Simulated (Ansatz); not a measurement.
# HPbNO4 (P2_1/m) in Ansatz: band structure with PBE

Aim: the band structure of HPbNO4 with PBE.

Program: Ansatz 0.2.0. These are calculated values, not measurements. Logs are shortened: lines on timing, memory, paths and dates and some standing lists are left out, and cuts for length are marked.

## Step 1: Starting point

It takes space group P2_1/m (No. 11, monoclinic). The conventional cell has a = 6.859 Å, b = 4.229 Å, c = 8.026 Å, α = 90.00°, β = 114.99°, γ = 90.00°. H (site symmetry m) has 1 O at 0.99 Å as nearest neighbours. Pb (site symmetry m) has 5 O at 2.47 to 2.74 Å as nearest neighbours. Around N (site symmetry m) lie 3 O at 1.24 to 1.28 Å. Around O (site symmetry m) lie 1 H at 0.99 Å. O (site symmetry m) is surrounded by 1 N at 1.24 Å. O (site symmetry m) has 1 N at 1.27 Å as nearest neighbours. O (site symmetry m) has 1 N at 1.28 Å as nearest neighbours.

The cell was built by a generator and needn't be a form met in nature.

## Step 2: Band structure, PBE

The input, input.yaml:

```yaml
crystal:
  lattice:
    - [6.85877, 0.0, 0.0]
    - [0.0, 4.22865, 0.0]
    - [-3.39101, 0.0, 7.27459]
  atoms:
    - { symbol: H, position: [0.22549, 0.75, 0.5073] }
    - { symbol: H, position: [0.77451, 0.25, 0.4927] }
    - { symbol: Pb, position: [0.30229, 0.25, 0.28494] }
    - { symbol: Pb, position: [0.69771, 0.75, 0.71506] }
    - { symbol: "N", position: [0.21484, 0.75, 0.83567] }
    - { symbol: "N", position: [0.78516, 0.25, 0.16433] }
    - { symbol: O, position: [0.33078, 0.75, 0.45338] }
    - { symbol: O, position: [0.40909, 0.75, 0.86901] }
    - { symbol: O, position: [0.15508, 0.75, 0.96537] }
    - { symbol: O, position: [0.07083, 0.75, 0.66955] }
    - { symbol: O, position: [0.66922, 0.25, 0.54661] }
    - { symbol: O, position: [0.59091, 0.25, 0.13099] }
    - { symbol: O, position: [0.84492, 0.25, 0.03463] }
    - { symbol: O, position: [0.92917, 0.25, 0.33045] }
hamiltonian:
  xc: pbe
  pseudopotentials: { kind: paw }
kpoints:
  mp_grid: { grid: [5, 6, 4] }
  band_path:
    path:
      - [[0.0, 0.0, 0.0], [0.0, 0.0, 0.5], [-0.3888956494, 0.0, 0.6922719433], [-0.5, 0.0, 0.5], [-0.5, 0.5, 0.5], [-0.6111043506, 0.5, 0.3077280567], [-0.5, 0.5, 0.0], [-0.5, 0.0, 0.0], [-0.6111043506, 0.0, 0.3077280567]]
      - [[-0.3888956494, 0.5, 0.6922719433], [0.0, 0.5, 0.5], [0.0, 0.5, 0.0]]
      - [[0.0, 0.0, 0.5], [0.0, 0.5, 0.5]]
    npoints: 10
scf:
  occupations: { method: fermi_dirac, width: 0.05 }
  n_extra_bands: 35
output:
  forces: true
  stress: true
  eigenvalues: true
  fatbands: false
```

Potentials or basis: Ansatz PAW.

Command:

```
$ ansatz run input.yaml --threads 8 --pin off --max-ram 20480MiB --backend cpu --events-out ev --progress --plain --runs-dir out
```

The program printed:

```text
Warning: the atoms were moved onto the symmetric positions of the space group found under crystal.symmetry.tolerance 1.0e-5 (fractional; no operation is sought that the atoms, as they stand in a round, miss by more than twice it, and no atom is moved by as much as it), and the run uses the moved positions. Before a round's move an operation carried an atom to 6.88e-5 Å from where it should land, the largest such distance. Atom 6 (counting from 0) moved farthest, by 4.01e-5 Å; the longest move in fractions of the cell, of whichever atom, is 0.49 of the tolerance, in 1 round. To run the atoms as typed, lower crystal.symmetry.tolerance until the operations that they miss are no longer found, or set crystal.symmetry.detect: false (a key that needs symmetry detection or time reversal refuses this as the deck is read). The positions used, in the order of the run's atom list: position: [0.22549, 0.75, 0.5073]; position: [0.77451, 0.25, 0.49269999999999997]; position: [0.30229, 0.25, 0.28493999999999997]; position: [0.69771, 0.75, 0.7150599999999999]; position: [0.21484, 0.75, 0.83567]; position: [0.78516, 0.25, 0.16432999999999995]; position: [0.33078, 0.75, 0.4533849999999999]; position: [0.40909, 0.75, 0.86901]; position: [0.15508, 0.75, 0.96537]; position: [0.07083, 0.75, 0.66955]; position: [0.66922, 0.25, 0.546615]; position: [0.59091, 0.25, 0.13099]; position: [0.84492, 0.25, 0.03462999999999999]; position: [0.92917, 0.25, 0.33044999999999997];
Warning: RAYON_NUM_THREADS=8 ignored (pool sized by the plan → 8); use --threads N
scf.n_extra_bands = 35 over 44 filled bands (N_el = 88.0): the run solves 79 bands
Engine: ansatz 0.2.0, aarch64-unknown-linux-gnu
Pseudopotentials: kind: paw
Pseudopotential: H, paw, valence charge 1, recommended cutoff 420 eV (normal), H.paw.azcp
Pseudopotential: Pb, paw, valence charge 14, recommended cutoff 420 eV (normal), Pb.paw.azcp
Pseudopotential: N, paw, valence charge 5, recommended cutoff 420 eV (normal), N.paw.azcp
Pseudopotential: O, paw, valence charge 6, recommended cutoff 420 eV (normal), O.paw.azcp
Functional definition: PBE
  parameter kappa = 0.804
  parameter beta = 0.06672455060314922
  exchange = pbe_x(kappa = kappa, mu = beta*pi^2/3)
  correlation = pbe_c(beta = beta)
Crystal: 14 atoms, lattice volume = 210.987 Å³
Basis set: ecut = 420 eV, 4123 PW (Γ), exchange–correlation on 96×60×108 points (8 copies of the dense FFT grid, shifted against one another)
Bands: 79, of which v1, the nominal top of the filled ones, is band 44 counted from 1 (43 counted from 0)
Symmetry: 4 space group operations
Space group: P21/m (ITA 11), of the structure as read, at distance tolerance 6.0e-5 Å
k-points: 44 of 120
Non-local potential: H, projectors of the file, l = 0: 2, l = 1: 1
Non-local potential: Pb, projectors of the file, l = 0: 2, l = 1: 2, l = 2: 2, l = 3: 2
Non-local potential: N, projectors of the file, l = 0: 2, l = 1: 2, l = 2: 1
Non-local potential: O, projectors of the file, l = 0: 2, l = 1: 2, l = 2: 1
PAW form: soft (Blöchl's): semilocal exchange-correlation on the pseudo side does not see the compensation charge
PAW one-centre angular grid: H, 110 points (default); XC on 64 Gauss nodes
PAW one-centre angular grid: Pb, 590 points (default); XC on 64 Gauss nodes
PAW one-centre angular grid: N, 110 points (default); XC on 64 Gauss nodes
PAW one-centre angular grid: O, 110 points (default); XC on 64 Gauss nodes
Initial density: superposition of atomic densities (neutral atoms: chi_scale 0, normalization atom), corrected by the library's trained network
Initial wavefunctions: pseudopotential atomic-orbital guess
Functional: x = pbe(κ = 0.804, μ = 0.2195149727645171), c = pbe(β = 0.06672455060314922)
SCF iter   1: F=—  HF=-29143.150890 eV  |F-HF|=—  |Δ(HF+E_count)|=         —  Δρ=3.44e-3  dr2=4.10e-2  ethr=1.77e-3  ⟨swp⟩=6.3  Hψ=16359  notcnv=0  defer=852
preconditioner: auto → Resta (q_TF=auto, 2.358 Å⁻¹)  ε∞=2.3  [insulator: Δε(μ)=3.187 eV  Ē_g=20.675 eV  σ=0.050 eV  W_gap=1.00  n_scr=48 (ndim 8)  ℏωp=24.0 eV  f_vac=0.199  D(μ)=0.00/eV (n_scr^D=0)  ε∞_Penn≈2.3]
SCF iter   2: F=—  HF=-29143.141120 eV  |F-HF|=—  |Δ(HF+E_count)|=   9.77e-3  Δρ=2.15e-3  dr2=8.33e-3  ethr=4.66e-5  ⟨swp⟩=2.3  Hψ=5155  notcnv=0  defer=1221
SCF iter   3: F=—  HF=-29143.139757 eV  |F-HF|=—  |Δ(HF+E_count)|=   1.36e-3  Δρ=9.21e-4  dr2=2.88e-3  ethr=9.46e-6  ⟨swp⟩=2.0  Hψ=3888  notcnv=0  defer=1221
SCF iter   4: F=—  HF=-29143.139356 eV  |F-HF|=—  |Δ(HF+E_count)|=   4.01e-4  Δρ=5.72e-4  dr2=6.91e-4  ethr=3.28e-6  ⟨swp⟩=2.1  Hψ=4057  notcnv=0  defer=1221
SCF iter   5: F=—  HF=-29143.139279 eV  |F-HF|=—  |Δ(HF+E_count)|=   7.71e-5  Δρ=2.63e-4  dr2=1.47e-4  ethr=7.86e-7  ⟨swp⟩=2.0  Hψ=4001  notcnv=0  defer=1221
SCF iter   6: F=—  HF=-29143.139259 eV  |F-HF|=—  |Δ(HF+E_count)|=   2.04e-5  Δρ=7.96e-5  dr2=8.82e-6  ethr=1.67e-7  ⟨swp⟩=2.0  Hψ=3087  notcnv=0  defer=1221
SCF iter   7: F=—  HF=-29143.139247 eV  |F-HF|=—  |Δ(HF+E_count)|=   1.15e-5  Δρ=2.92e-5  dr2=1.68e-6  ethr=1.00e-8  ⟨swp⟩=2.0  Hψ=4112  notcnv=0  defer=1221
SCF iter   8: F=—  HF=-29143.139248 eV  |F-HF|=—  |Δ(HF+E_count)|=   3.28e-7  Δρ=1.75e-5  dr2=6.02e-7  ethr=1.91e-9  ⟨swp⟩=2.0  Hψ=4178  notcnv=0  defer=1221
SCF iter   9: F=-29143.139248 eV  HF=-29143.139248 eV  |F-HF|=2.30e-8  |Δ(HF+E_count)|=   1.46e-8  Δρ=4.30e-6  dr2=3.20e-8  ethr=1.14e-10  ⟨swp⟩=14.7  Hψ=25731  notcnv=0
SCF 1 converged in 9 iterations: F = -29143.139248 eV  dr2 = 3.20e-8
NSCF: frozen V_eff on 113 k-points
SCF converged after 9 iterations
Free energy (F): -29143.139248 eV
Harris-Foulkes:  -29143.139248 eV  (|F-HF|=2.30e-8)
Internal energy: -29143.139248 eV  (E = F + TS)
E sigma→0 (E₀):  -29143.139248 eV
Fermi energy:    4.216727 eV
--- Per-component energies (eV) ---
  E_band       = -615.976364
  E_kinetic    = 2254.796348
  E_local      = -7329.949460  (includes V_loc(G=0)·N_el)
  E_nonlocal   = 1179.990760
  E_hartree    = 2721.146308
  E_xc         = -1161.882631
  E_vxc        = -1182.078450  (∫ρ·V_xc dr)
  E_paw        = -22322.961230  (= ΣΔE_a)
  E_vpaw       = -981.046166  (= ΣTr[D̂ρ^β])
  E_aug_tail   = 0.017284  (compensation charges beyond the density's cutoff)
  E_ewald      = -4484.296626
  E_smearing   = -0.000000  (= −TS)
  E_closure    = 0.000000  (closes the sum)
  Σ components = -29143.139248   (vs F -29143.139248, Δ=0.00e0)
--- Forces (eV/Å), atoms counted from 1 ---
  atom   1  H      0.00124507    -0.00000000     0.00005930
  atom   2  H     -0.00124507     0.00000000    -0.00005930
  atom   3  Pb    -0.00186859    -0.00000000     0.00057050
  atom   4  Pb     0.00186859     0.00000000    -0.00057050
  atom   5  N      0.00376797    -0.00000000     0.00293565
  atom   6  N     -0.00376797     0.00000000    -0.00293565
  atom   7  O     -0.00033137    -0.00000000    -0.00008843
  atom   8  O     -0.00066458    -0.00000000    -0.00097634
  atom   9  O     -0.00165377     0.00000000    -0.00306572
  atom  10  O     -0.00257407    -0.00000000     0.00184880
  atom  11  O      0.00033137     0.00000000     0.00008843
  atom  12  O      0.00066458     0.00000000     0.00097634
  atom  13  O      0.00165377    -0.00000000     0.00306572
  atom  14  O      0.00257407     0.00000000    -0.00184880
  max |Σ_I F_I| component: 4.34e-19 eV/Å
--- Stress (GPa, compression-positive) ---
       -0.043460      -0.000000      -0.006403
       -0.000000       0.039582      -0.000000
       -0.006406      -0.000000       0.002876
  P = ⅓ Tr σ = -0.0003 GPa (-0.003 kbar)
--- Band table (eV; the first three rows and the last of 44) ---
  k-point 0: bands = ["-22.8586", "-22.8203", "-17.5573", "-17.4734", "-17.2061", "-17.1497", "-15.3223", "-15.1390", "-12.5758", "-12.5600", "-12.5527", "-12.5410", "-12.5320", "-12.5293", "-12.5174", "-12.5151", "-12.4697", "-12.2738", "-7.1527", "-6.6391", "-4.9481", "-4.9252", "-4.9216", "-4.7767", "-4.6087", "-4.4352", "-3.7777", "-3.2722", "-1.8869", "-0.9687", "-0.2956", "0.1152", "0.3378", "0.4887", "0.8288", "0.9001", "0.9620", "0.9680", "1.2044", "1.2146", "1.3733", "2.3210", "2.3437", "2.5949", "5.9106", "6.5674", "6.8748", "6.8867", "8.2864", "8.6995", "8.8872", "8.9196", "9.8113", "9.8169", "11.5965", "12.3210", "12.3243", "12.8322", "13.6864", "14.3143", "14.3963", "14.7803", "15.1123", "15.1689", "15.4266", "15.8214", "15.9701", "16.0531", "16.5043", "16.5656", "16.8327", "17.1831", "17.2492", "17.7804", "17.8940", "18.1851", "18.7345", "19.0114", "19.1562"]
  k-point 1: bands = ["-22.8570", "-22.8219", "-17.5553", "-17.4748", "-17.1989", "-17.1589", "-15.3203", "-15.1381", "-12.5759", "-12.5597", "-12.5526", "-12.5408", "-12.5333", "-12.5276", "-12.5171", "-12.5146", "-12.4707", "-12.2752", "-7.1459", "-6.6786", "-5.0712", "-4.9393", "-4.7859", "-4.7216", "-4.5936", "-4.4601", "-3.6951", "-3.2999", "-1.9270", "-1.0737", "-0.2566", "0.0899", "0.2154", "0.5355", "0.8019", "0.9407", "1.0434", "1.1302", "1.2045", "1.2162", "1.3046", "2.2922", "2.3886", "2.5361", "5.9369", "6.5116", "6.8328", "6.8871", "7.9866", "8.5866", "9.0476", "9.4694", "9.7050", "10.1376", "11.3727", "11.9517", "12.5129", "12.7532", "13.5141", "13.9522", "14.1072", "14.6785", "15.1563", "15.4462", "15.7798", "15.8326", "16.0465", "16.1501", "16.5693", "16.6184", "16.9418", "17.2633", "17.6599", "17.9173", "18.0544", "18.0904", "18.5848", "18.7658", "19.1214"]
  k-point 2: bands = ["-22.8553", "-22.8237", "-17.5533", "-17.4763", "-17.1821", "-17.1777", "-15.3182", "-15.1373", "-12.5760", "-12.5594", "-12.5525", "-12.5407", "-12.5341", "-12.5264", "-12.5168", "-12.5139", "-12.4718", "-12.2766", "-7.1370", "-6.7196", "-5.1165", "-4.9289", "-4.7963", "-4.6317", "-4.5518", "-4.5057", "-3.5416", "-3.3954", "-1.9623", "-1.1866", "-0.1666", "0.0655", "0.0903", "0.5601", "0.7789", "1.0637", "1.1169", "1.1303", "1.1530", "1.2316", "1.3511", "2.2522", "2.4529", "2.4531", "5.9723", "6.4477", "6.8059", "6.8544", "7.8944", "8.4577", "9.2535", "9.5206", "10.0126", "10.5146", "11.3390", "11.3520", "12.3620", "12.6859", "13.5667", "13.8109", "13.8585", "14.4938", "15.2076", "15.7543", "15.9378", "16.1106", "16.1188", "16.1974", "16.5738", "16.7046", "16.7161", "17.3800", "17.8569", "17.9580", "17.9648", "18.4140", "18.4998", "18.6212", "18.9226"]
  k-point 43: bands = ["-22.8337", "-22.8337", "-17.5158", "-17.5158", "-17.1739", "-17.1739", "-15.2161", "-15.2161", "-12.5532", "-12.5532", "-12.5430", "-12.5430", "-12.5204", "-12.5204", "-12.4765", "-12.4765", "-12.3332", "-12.3332", "-6.8407", "-6.8407", "-5.0968", "-5.0968", "-4.7918", "-4.7918", "-4.4740", "-4.4740", "-3.6747", "-3.6747", "-2.4188", "-2.4188", "0.1542", "0.1542", "0.4681", "0.4681", "0.7872", "0.7872", "0.9948", "0.9948", "1.3165", "1.3165", "2.0165", "2.0165", "2.5114", "2.5114", "6.1008", "6.1008", "7.1320", "7.1320", "8.2011", "8.2011", "9.0194", "9.0194", "11.0108", "11.0108", "11.5156", "11.5156", "12.8906", "12.8906", "13.2688", "13.2688", "14.5475", "14.5475", "15.1168", "15.1168", "15.7352", "15.7352", "16.0725", "16.0725", "16.8356", "16.8356", "17.4319", "17.4319", "17.7465", "17.7465", "17.8959", "17.8959", "18.9821", "18.9821", "19.3414"]
```

It took 16 s on 8 threads of Arm Neoverse V1, shared host; peak memory 1.3 GiB.

Results:

```yaml
Free_energy: -29143.1392 eV
Pressure: 0.0 GPa
Largest_force: 0.005 eV/Å
Band_gap_on_the_k_mesh: 3.08 eV, indirect (least direct gap 3.29 eV)
Band_gap_along_the_path: 3.07 eV, indirect (least direct gap 3.28 eV)
```

Forces on the atoms (eV/Å):
```
H    0.001  0.000  0.000
H   -0.001  0.000  0.000
Pb  -0.002  0.000  0.001
Pb   0.002  0.000 -0.001
N    0.004  0.000  0.003
N   -0.004  0.000 -0.003
O    0.000  0.000  0.000
O   -0.001  0.000 -0.001
O   -0.002  0.000 -0.003
O   -0.003  0.000  0.002
O    0.000  0.000  0.000
O    0.001  0.000  0.001
O    0.002  0.000  0.003
O    0.003  0.000 -0.002
```

Levels at the corners of the path, in eV from the valence-band top:
| point | band 42 | band 43 | band 44 | band 45 | band 46 | band 47 |
| --- | --- | --- | --- | --- | --- | --- |
| Γ | -0.34 | -0.31 | -0.06 | 3.25 | 3.91 | 4.22 |
| Y | -0.40 | -0.20 | -0.20 | 3.32 | 3.79 | 4.15 |
| H | -0.59 | -0.29 | -0.13 | 3.50 | 3.68 | 4.01 |
| C | -0.67 | -0.28 | 0.00 | 3.44 | 3.73 | 3.80 |
| E | -0.66 | -0.14 | -0.14 | 3.48 | 3.48 | 4.57 |
| M1 | -0.67 | -0.13 | -0.13 | 3.43 | 3.43 | 4.47 |
| A | -0.65 | -0.11 | -0.11 | 3.44 | 3.44 | 4.28 |
| X | -0.45 | -0.32 | -0.28 | 3.60 | 3.62 | 4.24 |
| H1 | -0.59 | -0.29 | -0.13 | 3.50 | 3.68 | 4.01 |
| M | -0.67 | -0.13 | -0.13 | 3.43 | 3.43 | 4.47 |
| D | -0.67 | -0.25 | -0.25 | 3.27 | 3.27 | 4.81 |
| Z | -0.62 | -0.26 | -0.26 | 3.31 | 3.31 | 4.70 |
| Y | -0.40 | -0.20 | -0.20 | 3.32 | 3.79 | 4.15 |
| D | -0.67 | -0.25 | -0.25 | 3.27 | 3.27 | 4.81 |

Caveat: the pressure holds a Pulay correction of +0.6 GPa for the finite cutoff; spin-orbit coupling is left out, which as a rule narrows the gap of such compounds by several tenths of an eV. A hybrid or GW would open this gap; PBE tends to underestimate it.
